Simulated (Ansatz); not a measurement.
# Au (fcc type): how the settings move a single-point run

Aim: see which settings change the result for Au (fcc type), by how much, and at what cost.

Computed with Ansatz 0.2.0 (reference: DFT, PBEsol, all-electron LAPW, scalar-relativistic, unless a step's input says otherwise).

## (1) The system as given

Symmetry: Fm-3m, No. 225, cubic system. The conventional cell has a = 3.626 Å, b = 3.626 Å, c = 3.626 Å, α = 90.00°, β = 90.00°, γ = 90.00°. Au (site symmetry m-3m) is surrounded by 12 Au at 2.56 Å.

Structure file:

```cif
data_structure
_symmetry_space_group_name_H-M 'P 1'
_symmetry_Int_Tables_number 1
_cell_length_a 2.5637
_cell_length_b 2.5637
_cell_length_c 2.5637
_cell_angle_alpha 60.000
_cell_angle_beta 60.000
_cell_angle_gamma 60.000
_cell_volume 11.91
loop_
_atom_site_label
_atom_site_type_symbol
_atom_site_fract_x
_atom_site_fract_y
_atom_site_fract_z
_atom_site_occupancy
Au1 Au 0.00000 0.00000 0.00000 1
```

## (2) Baseline

Contents of input.yaml:

```yaml
crystal:
  lattice:
    - [0.0, 1.8127766715, 1.8127766715]
    - [1.8127766715, 0.0, 1.8127766715]
    - [1.8127766715, 1.8127766715, 0.0]
  atoms:
    - { symbol: Au, position: [0.0, 0.0, 0.0] }
kpoints:
  mp_grid: { grid: [16, 16, 16] }
scf:
  occupations: { method: fermi_dirac, width: 0.05 }
hamiltonian:
  xc: pbesol
  pseudopotentials: { kind: all_electron, lapw: { basis_error: 0.001 } }
output:
  forces: true
  stress: true
  eigenvalues: true
  populations: true
```

On the command line:

```console
> ansatz run input.yaml --threads 1 --pin off --max-ram 2048MiB --backend cpu --events-out ev --progress --plain --runs-dir out
```

## (3) Changing settings: scf.algorithm density_mixing, dispersion d4

input.yaml: that of step 2 with these lines changed.

```diff
@@ -11,2 +11,3 @@
   occupations: { method: fermi_dirac, width: 0.05 }
+  algorithm: density_mixing
 hamiltonian:
@@ -14,2 +15,3 @@
   pseudopotentials: { kind: all_electron, lapw: { basis_error: 0.001 } }
+  dispersion: d4
 output:
```

**Question.** What will these runs give? Wanted: for each run, ending; energy change; pressure; gap; force.

The runs gave:

```tsv
run	ending	energy change	pressure (GPa)	gap (eV)	force (eV/Å)	cycles	time
reference	converged	0	168.6	0.00	0.00	6	17 s
1: scf.algorithm density_mixing, dispersion d4	converged	-545.4 meV/atom (offset of the dispersion model)	162.3	0.00	0.00	6	17 s
```

Residual by cycle in the longest SCF loop of each run; runs are numbered as in the table. The quantity is the density residual dr2, in eV.

```tsv
cycle	reference	run 1
1	0.0534	0.0534
2	0.00985	0.00985
3	0.00237	0.00237
4	1.3e-4	1.3e-4
5	1.0e-6	1.0e-6
6	5.6e-10	5.6e-10
```

What this shows: The energy moves by -545.4 meV/atom, nearly all of it the dispersion term itself (-545.4 meV/atom); that offset belongs to the model and is no gain or loss of stability; the pressure goes from 168.6 to 162.3 GPa. The structure is not at rest: the sound run finds 169 GPa, so these are no properties of the relaxed crystal. 
